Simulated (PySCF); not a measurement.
# Cu⁺: excitation energy in aug-cc-pVQZ-PP with ECP10

Aim: the excitation energy of copper from differences of total energies, at each level of theory, and how far each lands from the tabulated value where there is one.

Method: unrestricted determinants in a Gaussian basis, no spin-orbit coupling in the energies. Code: PySCF 2.14.0.

### 1 The system

```
Element                                   : copper (Z = 29)
Basis                                     : aug-cc-pVQZ-PP with ECP10MDF (7s7p6d4f3g2h, 135 functions)
Hamiltonian                               : scalar relativity through the core potential
State 1                                   : Cu⁺: [Ar] 3d9 4p1, one real determinant (an excited configuration)
Needed too, but not shown                 : Cu⁺ [Ar] 3d10 (1S)
Methods                                   : UHF, LDA, PBE, PBE0, r2SCAN, TPSSh, revPBE, M06-2X, MP2
Core shells frozen in the correlated runs : valence: 3s2 3p6 (for Cu⁺)
```

The outer shells:

Cu+ [Ar] 3d9 4p1
```
[Ar] core
3d [↑↓][↑↓][↑↓][↑↓][↑ ]
4p [↑ ][  ][  ]
```

One driver process ran all states and methods and kept the integrals in memory. Each run is shown as a PySCF script that sums up its settings (the driver passes frozen orbitals as a list and adds second-order terms of double hybrids); the logs are those of the runs themselves. The driver starts from symmetry-adapted Hartree-Fock orbitals, holds the occupation by maximum overlap and uses a logarithmic radial grid for functionals, so a plain start would take other cycles.

The integrals over 135 functions and the set-up took 10 s of CPU time.

### 2 Cu⁺ [Ar] 3d9 4p1

**UHF**

Contents of input.py:

```python
from pyscf import gto, scf, dft, mp, cc
import basis_set_exchange as bse
txt = bse.get_basis("aug-cc-pVQZ-PP", elements=["Cu"], fmt="nwchem", header=False)
cut = txt.index("\nECP")
mol = gto.M(atom="Cu 0 0 0", charge=1, spin=2, symmetry="D2h",
            basis=gto.basis.parse(txt[:cut]),
            ecp={"Cu": gto.basis.parse_ecp(txt[cut:])})
mf = scf.UHF(mol)
mf.irrep_nelec = {'Ag': (3, 2), 'B1g': (1, 1), 'B2g': (1, 1), 'B3g': (1, 1), 'B1u': (2, 1), 'B2u': (1, 1), 'B3u': (1, 1)}
mf.kernel()
```

What it wrote:

```text
damping factor = 0
level_shift factor = 0
DIIS = <class 'pyscf.scf.diis.CDIIS'>
diis_start_cycle = 1
diis_space = 10
diis_damp = 0
SCF conv_tol = 1e-09
SCF conv_tol_grad = None
number electrons alpha = 10  beta = 8
cycle= 1 E= -195.719735875572  delta_E= -0.00541  |g|= 0.0307  |ddm|= 0.0295
cycle= 2 E= -195.719850962642  delta_E= -0.000115  |g|= 0.00516  |ddm|= 0.00656
cycle= 3 E= -195.719856438234  delta_E= -5.48e-06  |g|= 0.00143  |ddm|= 0.00264
cycle= 4 E= -195.71985688773  delta_E= -4.49e-07  |g|= 0.000516  |ddm|= 0.000962
cycle= 5 E= -195.719857102147  delta_E= -2.14e-07  |g|= 0.000178  |ddm|= 0.000888
cycle= 6 E= -195.719857150968  delta_E= -4.88e-08  |g|= 3.38e-05  |ddm|= 0.000661
cycle= 7 E= -195.719857152211  delta_E= -1.24e-09  |g|= 7.55e-06  |ddm|= 7.91e-05
cycle= 8 E= -195.71985715227  delta_E= -5.9e-11  |g|= 1.64e-06  |ddm|= 1.25e-05
converged SCF energy = -195.71985715227  <S^2> = 2.0013088  2S+1 = 3.0008724
```

It used 7.7 s of CPU time after the integrals (shared host).

Orbital energies by shell (radii are means over both spins):

| shell | electrons | mean orbital energy (eV) | spread (eV) | rms radius (bohr) |
| --- | --- | --- | --- | --- |
| 3s α | 1 | -161.11 | 0 | 0.765 |
| 3s β | 1 | -157.83 | 0 | 0.765 |
| 3p α | 3 | -112.25 | 2.525 | 0.810 |
| 3p β | 3 | -108.37 | 2.299 | 0.810 |
| 3d α | 5 | -31.482 | 2.676 | 1.04 |
| 3d β | 4 | -29.832 | 1.480 | 1.04 |
| 4p α | 1 | -11.316 | 0 | 3.51 |

⟨S²⟩ = 2.001, ⟨L²⟩ = 8.02.

⟨L²⟩ = 8.02 against 12 for a pure F term, so this real determinant mixes terms. Energies and moments cover only the electrons outside the core potential.

**LDA**

input.py, as changed from the run before:

```diff
@@ -7,3 +7,3 @@
             ecp={"Cu": gto.basis.parse_ecp(txt[cut:])})
-mf = scf.UHF(mol)
+mf = dft.UKS(mol, xc="LDA,VWN")
 mf.irrep_nelec = {'Ag': (3, 2), 'B1g': (1, 1), 'B2g': (1, 1), 'B3g': (1, 1), 'B1u': (2, 1), 'B2u': (1, 1), 'B3u': (1, 1)}
```

What it wrote:

```text
damping factor = 0
level_shift factor = 0
DIIS = <class 'pyscf.scf.diis.CDIIS'>
diis_start_cycle = 1
diis_space = 10
diis_damp = 0
SCF conv_tol = 1e-09
SCF conv_tol_grad = None
number electrons alpha = 10  beta = 8
XC functionals = LDA,VWN
    P. A. M. Dirac.,  Math. Proc. Cambridge Philos. Soc. 26, 376 (1930)
    F. Bloch.,  Z. Phys. 57, 545 (1929)
    S. H. Vosko, L. Wilk, and M. Nusair.,  Can. J. Phys. 58, 1200 (1980)
cycle= 1 E= -196.299876799597  delta_E= -0.0119  |g|= 0.331  |ddm|= 0.598
cycle= 2 E= -196.254751912355  delta_E= 0.0451  |g|= 0.693  |ddm|= 0.462
cycle= 3 E= -196.316444106835  delta_E= -0.0617  |g|= 0.0387  |ddm|= 0.229
cycle= 4 E= -196.316698241667  delta_E= -0.000254  |g|= 0.00178  |ddm|= 0.0276
cycle= 5 E= -196.316698737506  delta_E= -4.96e-07  |g|= 6.92e-05  |ddm|= 0.00163
cycle= 6 E= -196.3166987385  delta_E= -9.94e-10  |g|= 7.03e-06  |ddm|= 4.83e-05
converged SCF energy = -196.3166987385  <S^2> = 2.0002133  2S+1 = 3.0001422
```

It used 3.2 s of CPU time after the integrals (shared host).

**PBE**

input.py, as changed from the run before:

```diff
@@ -7,3 +7,3 @@
             ecp={"Cu": gto.basis.parse_ecp(txt[cut:])})
-mf = dft.UKS(mol, xc="LDA,VWN")
+mf = dft.UKS(mol, xc="PBE")
 mf.irrep_nelec = {'Ag': (3, 2), 'B1g': (1, 1), 'B2g': (1, 1), 'B3g': (1, 1), 'B1u': (2, 1), 'B2u': (1, 1), 'B3u': (1, 1)}
```

What it wrote:

```text
damping factor = 0
level_shift factor = 0
DIIS = <class 'pyscf.scf.diis.CDIIS'>
diis_start_cycle = 1
diis_space = 10
diis_damp = 0
SCF conv_tol = 1e-09
SCF conv_tol_grad = None
number electrons alpha = 10  beta = 8
XC functionals = PBE
    J. P. Perdew, K. Burke, and M. Ernzerhof.,  Phys. Rev. Lett. 77, 3865 (1996)
    J. P. Perdew, K. Burke, and M. Ernzerhof.,  Phys. Rev. Lett. 78, 1396 (1997)
    J. P. Perdew, K. Burke, and M. Ernzerhof.,  Phys. Rev. Lett. 77, 3865 (1996)
    J. P. Perdew, K. Burke, and M. Ernzerhof.,  Phys. Rev. Lett. 78, 1396 (1997)
cycle= 1 E= -196.698283462377  delta_E= -0.0187  |g|= 0.165  |ddm|= 0.471
cycle= 2 E= -196.68591606476  delta_E= 0.0124  |g|= 0.36  |ddm|= 0.388
cycle= 3 E= -196.703063539485  delta_E= -0.0171  |g|= 0.0287  |ddm|= 0.113
cycle= 4 E= -196.703207302287  delta_E= -0.000144  |g|= 0.00113  |ddm|= 0.0126
cycle= 5 E= -196.703207517148  delta_E= -2.15e-07  |g|= 0.000106  |ddm|= 0.00381
cycle= 6 E= -196.703207519348  delta_E= -2.2e-09  |g|= 8.81e-06  |ddm|= 0.000139
cycle= 7 E= -196.703207519363  delta_E= -1.55e-11  |g|= 9.39e-07  |ddm|= 1.29e-05
converged SCF energy = -196.703207519363  <S^2> = 2.0004442  2S+1 = 3.0002962
```

It used 4.6 s of CPU time after the integrals (shared host).

**PBE0**

input.py, as changed from the run before:

```diff
@@ -7,3 +7,3 @@
             ecp={"Cu": gto.basis.parse_ecp(txt[cut:])})
-mf = dft.UKS(mol, xc="PBE")
+mf = dft.UKS(mol, xc="PBE0")
 mf.irrep_nelec = {'Ag': (3, 2), 'B1g': (1, 1), 'B2g': (1, 1), 'B3g': (1, 1), 'B1u': (2, 1), 'B2u': (1, 1), 'B3u': (1, 1)}
```

What it wrote:

```text
damping factor = 0
level_shift factor = 0
DIIS = <class 'pyscf.scf.diis.CDIIS'>
diis_start_cycle = 1
diis_space = 10
diis_damp = 0
SCF conv_tol = 1e-09
SCF conv_tol_grad = None
number electrons alpha = 10  beta = 8
XC functionals = PBE0
    C. Adamo and V. Barone.,  J. Chem. Phys. 110, 6158 (1999)
    M. Ernzerhof and G. E. Scuseria.,  J. Chem. Phys. 110, 5029 (1999)
cycle= 1 E= -196.660068083931  delta_E= -0.0127  |g|= 0.0727  |ddm|= 0.318
cycle= 2 E= -196.659019188223  delta_E= 0.00105  |g|= 0.127  |ddm|= 0.236
cycle= 3 E= -196.661075609044  delta_E= -0.00206  |g|= 0.00721  |ddm|= 0.0333
cycle= 4 E= -196.661086523034  delta_E= -1.09e-05  |g|= 0.00117  |ddm|= 0.0217
cycle= 5 E= -196.661086851669  delta_E= -3.29e-07  |g|= 5.85e-05  |ddm|= 0.00862
cycle= 6 E= -196.661086853425  delta_E= -1.76e-09  |g|= 6.66e-06  |ddm|= 0.000513
cycle= 7 E= -196.661086853439  delta_E= -1.44e-11  |g|= 1.01e-06  |ddm|= 5.27e-05
converged SCF energy = -196.661086853439  <S^2> = 2.0005646  2S+1 = 3.0003764
```

CPU time 7.7 s on a shared host, the integrals not counted.

**r2SCAN**

input.py, as changed from the run before:

```diff
@@ -7,3 +7,3 @@
             ecp={"Cu": gto.basis.parse_ecp(txt[cut:])})
-mf = dft.UKS(mol, xc="PBE0")
+mf = dft.UKS(mol, xc="R2SCAN")
 mf.irrep_nelec = {'Ag': (3, 2), 'B1g': (1, 1), 'B2g': (1, 1), 'B3g': (1, 1), 'B1u': (2, 1), 'B2u': (1, 1), 'B3u': (1, 1)}
```

What it wrote:

```text
damping factor = 0
level_shift factor = 0
DIIS = <class 'pyscf.scf.diis.CDIIS'>
diis_start_cycle = 1
diis_space = 10
diis_damp = 0
SCF conv_tol = 1e-09
SCF conv_tol_grad = None
number electrons alpha = 10  beta = 8
XC functionals = R2SCAN
    J. W. Furness, A. D. Kaplan, J. Ning, J. P. Perdew, and J. Sun.,  J. Phys. Chem. Lett. 11, 8208-8215 (2020)
    J. W. Furness, A. D. Kaplan, J. Ning, J. P. Perdew, and J. Sun.,  J. Phys. Chem. Lett. 11, 9248-9248 (2020)
    J. W. Furness, A. D. Kaplan, J. Ning, J. P. Perdew, and J. Sun.,  J. Phys. Chem. Lett. 11, 8208-8215 (2020)
    J. W. Furness, A. D. Kaplan, J. Ning, J. P. Perdew, and J. Sun.,  J. Phys. Chem. Lett. 11, 9248-9248 (2020)
cycle= 1 E= -196.605769143628  delta_E= -0.0118  |g|= 0.135  |ddm|= 0.444
cycle= 2 E= -196.599480163793  delta_E= 0.00629  |g|= 0.266  |ddm|= 0.32
cycle= 3 E= -196.608848688803  delta_E= -0.00937  |g|= 0.0138  |ddm|= 0.0839
cycle= 4 E= -196.608883906207  delta_E= -3.52e-05  |g|= 0.00202  |ddm|= 0.0132
cycle= 5 E= -196.608884625302  delta_E= -7.19e-07  |g|= 6.93e-05  |ddm|= 0.00748
cycle= 6 E= -196.608884627178  delta_E= -1.88e-09  |g|= 1.99e-05  |ddm|= 0.000428
cycle= 7 E= -196.608884627247  delta_E= -6.97e-11  |g|= 9.64e-07  |ddm|= 2.43e-05
converged SCF energy = -196.608884627247  <S^2> = 2.001193  2S+1 = 3.0007952
```

It used 13 s of CPU time after the integrals (shared host).

**TPSSh**

input.py, as changed from the run before:

```diff
@@ -7,3 +7,3 @@
             ecp={"Cu": gto.basis.parse_ecp(txt[cut:])})
-mf = dft.UKS(mol, xc="R2SCAN")
+mf = dft.UKS(mol, xc="TPSSH")
 mf.irrep_nelec = {'Ag': (3, 2), 'B1g': (1, 1), 'B2g': (1, 1), 'B3g': (1, 1), 'B1u': (2, 1), 'B2u': (1, 1), 'B3u': (1, 1)}
```

What it wrote:

```text
damping factor = 0
level_shift factor = 0
DIIS = <class 'pyscf.scf.diis.CDIIS'>
diis_start_cycle = 1
diis_space = 10
diis_damp = 0
SCF conv_tol = 1e-09
SCF conv_tol_grad = None
number electrons alpha = 10  beta = 8
XC functionals = TPSSH
    V. N. Staroverov, G. E. Scuseria, J. Tao, and J. P. Perdew.,  J. Chem. Phys. 119, 12129 (2003)
cycle= 1 E= -196.632861132651  delta_E= -0.0176  |g|= 0.0971  |ddm|= 0.281
cycle= 2 E= -196.629812941432  delta_E= 0.00305  |g|= 0.193  |ddm|= 0.342
cycle= 3 E= -196.634695394168  delta_E= -0.00488  |g|= 0.0152  |ddm|= 0.0536
cycle= 4 E= -196.634737376852  delta_E= -4.2e-05  |g|= 0.00136  |ddm|= 0.0255
cycle= 5 E= -196.634737772558  delta_E= -3.96e-07  |g|= 4.8e-05  |ddm|= 0.0121
cycle= 6 E= -196.634737773838  delta_E= -1.28e-09  |g|= 1.48e-05  |ddm|= 0.000745
cycle= 7 E= -196.634737773876  delta_E= -3.8e-11  |g|= 1.19e-06  |ddm|= 1.61e-05
converged SCF energy = -196.634737773876  <S^2> = 2.0006282  2S+1 = 3.0004188
```

CPU time 16 s on a shared host, the integrals not counted.

**revPBE**

input.py, as changed from the run before:

```diff
@@ -7,3 +7,3 @@
             ecp={"Cu": gto.basis.parse_ecp(txt[cut:])})
-mf = dft.UKS(mol, xc="TPSSH")
+mf = dft.UKS(mol, xc="PBE_R,PBE")
 mf.irrep_nelec = {'Ag': (3, 2), 'B1g': (1, 1), 'B2g': (1, 1), 'B3g': (1, 1), 'B1u': (2, 1), 'B2u': (1, 1), 'B3u': (1, 1)}
```

What it wrote:

```text
damping factor = 0
level_shift factor = 0
DIIS = <class 'pyscf.scf.diis.CDIIS'>
diis_start_cycle = 1
diis_space = 10
diis_damp = 0
SCF conv_tol = 1e-09
SCF conv_tol_grad = None
number electrons alpha = 10  beta = 8
XC functionals = PBE_R,PBE
    Y. Zhang and W. Yang.,  Phys. Rev. Lett. 80, 890 (1998)
    J. P. Perdew, K. Burke, and M. Ernzerhof.,  Phys. Rev. Lett. 77, 3865 (1996)
    J. P. Perdew, K. Burke, and M. Ernzerhof.,  Phys. Rev. Lett. 78, 1396 (1997)
cycle= 1 E= -196.758074561256  delta_E= -0.0187  |g|= 0.136  |ddm|= 0.401
cycle= 2 E= -196.74958592949  delta_E= 0.00849  |g|=  0.3  |ddm|=  0.4
cycle= 3 E= -196.761541891408  delta_E= -0.012  |g|= 0.0263  |ddm|= 0.0905
cycle= 4 E= -196.761664671983  delta_E= -0.000123  |g|= 0.00116  |ddm|= 0.0127
cycle= 5 E= -196.761664911081  delta_E= -2.39e-07  |g|= 9.81e-05  |ddm|= 0.00602
cycle= 6 E= -196.76166491317  delta_E= -2.09e-09  |g|= 1.26e-05  |ddm|= 0.000299
cycle= 7 E= -196.761664913198  delta_E= -2.87e-11  |g|= 1.01e-06  |ddm|= 2.41e-05
converged SCF energy = -196.761664913198  <S^2> = 2.0004999  2S+1 = 3.0003332
```

It used 4.6 s of CPU time after the integrals (shared host).

**M06-2X**

input.py, as changed from the run before:

```diff
@@ -7,3 +7,3 @@
             ecp={"Cu": gto.basis.parse_ecp(txt[cut:])})
-mf = dft.UKS(mol, xc="PBE_R,PBE")
+mf = dft.UKS(mol, xc="M062X")
 mf.irrep_nelec = {'Ag': (3, 2), 'B1g': (1, 1), 'B2g': (1, 1), 'B3g': (1, 1), 'B1u': (2, 1), 'B2u': (1, 1), 'B3u': (1, 1)}
```

What it wrote:

```text
damping factor = 0
level_shift factor = 0
DIIS = <class 'pyscf.scf.diis.CDIIS'>
diis_start_cycle = 1
diis_space = 10
diis_damp = 0
SCF conv_tol = 1e-09
SCF conv_tol_grad = None
number electrons alpha = 10  beta = 8
XC functionals = M062X
    Y. Zhao and D. G. Truhlar.,  Theor. Chem. Acc. 120, 215 (2008)
    Y. Zhao and D. G. Truhlar.,  Theor. Chem. Acc. 120, 215 (2008)
cycle= 1 E= -196.778176413413  delta_E= -0.017  |g|= 0.0314  |ddm|= 0.754
cycle= 2 E= -196.778409723707  delta_E= -0.000233  |g|= 0.0203  |ddm|= 0.114
cycle= 3 E= -196.778450389905  delta_E= -4.07e-05  |g|= 0.0151  |ddm|= 0.0135
cycle= 4 E= -196.778479272185  delta_E= -2.89e-05  |g|= 0.00106  |ddm|= 0.0105
cycle= 5 E= -196.778480384887  delta_E= -1.11e-06  |g|= 0.000182  |ddm|= 0.00634
cycle= 6 E= -196.778480421524  delta_E= -3.66e-08  |g|= 3.1e-05  |ddm|= 0.00061
cycle= 7 E= -196.778480423373  delta_E= -1.85e-09  |g|= 2.78e-06  |ddm|= 0.000122
cycle= 8 E= -196.778480423376  delta_E= -3.5e-12  |g|= 2.61e-07  |ddm|= 6.92e-06
converged SCF energy = -196.778480423376  <S^2> = 2.0014016  2S+1 = 3.0009343
```

CPU time 17 s on a shared host, the integrals not counted.

**MP2 (valence)**

input.py, as changed from the run before:

```diff
@@ -7,4 +7,5 @@
             ecp={"Cu": gto.basis.parse_ecp(txt[cut:])})
-mf = dft.UKS(mol, xc="M062X")
+mf = scf.UHF(mol)
 mf.irrep_nelec = {'Ag': (3, 2), 'B1g': (1, 1), 'B2g': (1, 1), 'B3g': (1, 1), 'B1u': (2, 1), 'B2u': (1, 1), 'B3u': (1, 1)}
 mf.kernel()
+mp.UMP2(mf, frozen=4).kernel()
```

The driver printed no log here.

It used 4.1 s of CPU time after the integrals (shared host).

With 10 electrons correlated, the MP2 correlation energy is -0.40236 hartree (-0.14471 same spin, -0.25765 opposite spin); the SCS form gives -0.35742. Largest pairs of shells: 3d-3d -0.3846, 3d-4p -0.0178, 4p-4p 0.0000.

Radial density 4πr²ρ of Cu⁺ at UHF, the electrons outside the core potential:

| r (bohr) | density | spin density |
| --- | --- | --- |
| 0.00612 | 1.71e-05 | 0.000 |
| 0.0103 | 4.29e-05 | 0.000 |
| 0.0173 | 0.000112 | 0.000 |
| 0.0291 | 0.000417 | 0.000 |
| 0.0490 | 0.00350 | 0.000 |
| 0.0824 | 0.0413 | 0.004 |
| 0.139 | 0.419 | 0.045 |
| 0.233 | 2.93 | 0.277 |
| 0.392 | 13.5 | 0.885 |
| 0.659 | 22.3 | 1.153 |
| 1.11 | 8.73 | 0.542 |
| 1.87 | 1.40 | 0.324 |
| 3.14 | 0.384 | 0.335 |
| 5.28 | 0.0770 | 0.077 |
| 8.88 | 0.00118 | 0.001 |

### 3 Differences of total energies

Excitation energy: Cu⁺ [Ar] 3d10 (1S) → Cu⁺ [Ar] 3d9 4p1 (high-spin determinant).

| method | value (eV) |
| --- | --- |
| UHF | 5.855 |
| LDA | 8.757 |
| PBE | 8.126 |
| PBE0 | 7.768 |
| r2SCAN | 7.571 |
| TPSSh | 7.903 |
| revPBE | 8.020 |
| M06-2X | 8.048 |
| MP2 (valence) | 9.117 |
| SCS-MP2 (valence) | 8.797 |

The determinant of Cu+ mixes LS terms, which raises its energy at the Hartree-Fock and MP2 levels.

The differences also use runs on Cu⁺ [Ar] 3d10 (1S), which are not shown here.

### 4 What came out

```
                             quantity                              value
excitation energy, Cu⁺ → [Ar] 3d9 4p1  UHF 5.855, MP2 (valence) 9.117 eV
```

What this shows: The methods span 3.262 eV, from UHF (5.855) to MP2 (valence) (9.117). No reference value is at hand in this session. All values hold for this basis alone; no basis-set limit was taken.
